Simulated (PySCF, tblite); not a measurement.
**C₄H₁₃FOSi₃: geometry, infrared bands and NMR shifts**

What infrared bands and NMR shifts should C₄H₁₃FOSi₃ (`C=C(F)[SiH2]O[SiH2][SiH](C)C`) show?

Programs: tblite 0.8.0 and PySCF 2.14.0, with density-fitted response routines of our own. Each step states its level of theory. These are calculated values for one molecule in the gas phase, unless marked as measured. Atoms count from 0, in the outputs and in this text.

### Step 1. The starting structure

22 atoms, charge 0, multiplicity 1; geometry from: force field or distance geometry start.

Bonds of the start (Å): C0–C1 1.34, C1–F2 1.37, C1–Si3 1.84, Si3–O4 1.65, O4–Si5 1.66, Si5–Si6 2.32, Si6–C7 1.85, Si6–C8 1.85, C0–H9 1.08, C0–H10 1.08, Si3–H11 1.47, Si3–H12 1.50, Si5–H13 1.49, Si5–H14 1.48, Si6–H15 1.50, C7–H16 1.09, C7–H17 1.10, C7–H18 1.09, C8–H19 1.09, C8–H20 1.10, C8–H21 1.10.

### Step 2. Relaxing the molecule with GFN2-xTB

The job: settings as JSON, then the geometry in Å.

```
{"job": {"kind": "relax", "xc": "GFN2-xTB", "basis": "xTB"}, "charge": 0, "multiplicity": 1}
C      4.153300     0.100200     0.400400
C      3.212000     0.288200     1.340200
F      3.379400    -0.406800     2.510400
Si     1.743400     1.390200     1.209900
O      0.939800     1.229900    -0.219500
Si     0.118200     0.083200    -1.100600
Si    -1.766800    -0.646800     0.034300
C     -2.845700     0.816000     0.390300
C     -2.626400    -1.919400    -1.000400
H      4.100400     0.606000    -0.554800
H      4.973100    -0.573500     0.577600
H      2.161000     2.795300     1.363800
H      0.777200     1.093200     2.320100
H      1.032500    -1.061600    -1.372600
H     -0.292800     0.681000    -2.394900
H     -1.356300    -1.268300     1.338900
H     -2.333200     1.557400     1.004200
H     -3.755400     0.500800     0.925500
H     -3.169700     1.306100    -0.532900
H     -1.978300    -2.773000    -1.198100
H     -2.948400    -1.491200    -1.958700
H     -3.527800    -2.287500    -0.493800
```

Started as:

```bash
$ OMP_NUM_THREADS=1 python probes_run.py task.json out
```

This one command runs all jobs of the session in turn.

**Question.** This job is followed by: GFN2-xTB harmonic vibrations, gas phase; GIAO PBE0/pcSseg-1 NMR shielding, non-relativistic, gas phase. What will the session give for the following? strongest single infrared mode (GFN2-xTB); zero-point energy (GFN2-xTB); 13C shifts against TMS (PBE0/pcSseg-1, means over atoms taken as alike); 1H shifts against TMS (PBE0/pcSseg-1, means over atoms taken as alike); 19F shifts against CFCl3 (PBE0/pcSseg-1); 29Si shifts against TMS (PBE0/pcSseg-1); 17O shifts against H2O (PBE0/pcSseg-1); surface potential, 1st and 99th percentile.

As calculated:

| quantity | value |
| --- | --- |
| strongest single infrared mode (GFN2-xTB) | 1100 cm⁻¹, 756 km/mol |
| zero-point energy (GFN2-xTB) | 95.5 kcal/mol |
| 13C shifts against TMS (PBE0/pcSseg-1, means over atoms taken as alike) | 180.4, 114.8, -5.6 ppm |
| 1H shifts against TMS (PBE0/pcSseg-1, means over atoms taken as alike) | 5.90, 5.67, 5.36, 5.16, 4.56, 0.19 ppm |
| 19F shifts against CFCl3 (PBE0/pcSseg-1) | -106.5 ppm |
| 29Si shifts against TMS (PBE0/pcSseg-1) | -23.5, -47.6, -51.3 ppm |
| 17O shifts against H2O (PBE0/pcSseg-1) | -2.0 ppm |
| surface potential, 1st and 99th percentile | -0.92 V and 1.34 V |

Relaxing lowered the energy by 0.386 eV in 125 steps; the close pair that moved most is Si6–C7, from 1.852 to 1.911 Å. The lowest mode is slightly imaginary (7i cm⁻¹), a soft motion within the noise of the Hessian, so the minimum is not strictly shown. The strongest single mode, at 1100 cm⁻¹, moves mainly O4. GFN2-xTB is a fitted tight-binding method: band positions and strengths are rough. Its intensities can rank the bands wrongly. At PBE0/pcSseg-1: Shielding is most anisotropic at F2 (span 253 ppm, paramagnetic term -194 ppm). By nearest atom (PBE0/pcSseg-1), the HOMO sits on C0, C1 about 35 % each; F2 14 % and the LUMO on Si5 20 %; H13, H14 about 11 % each.
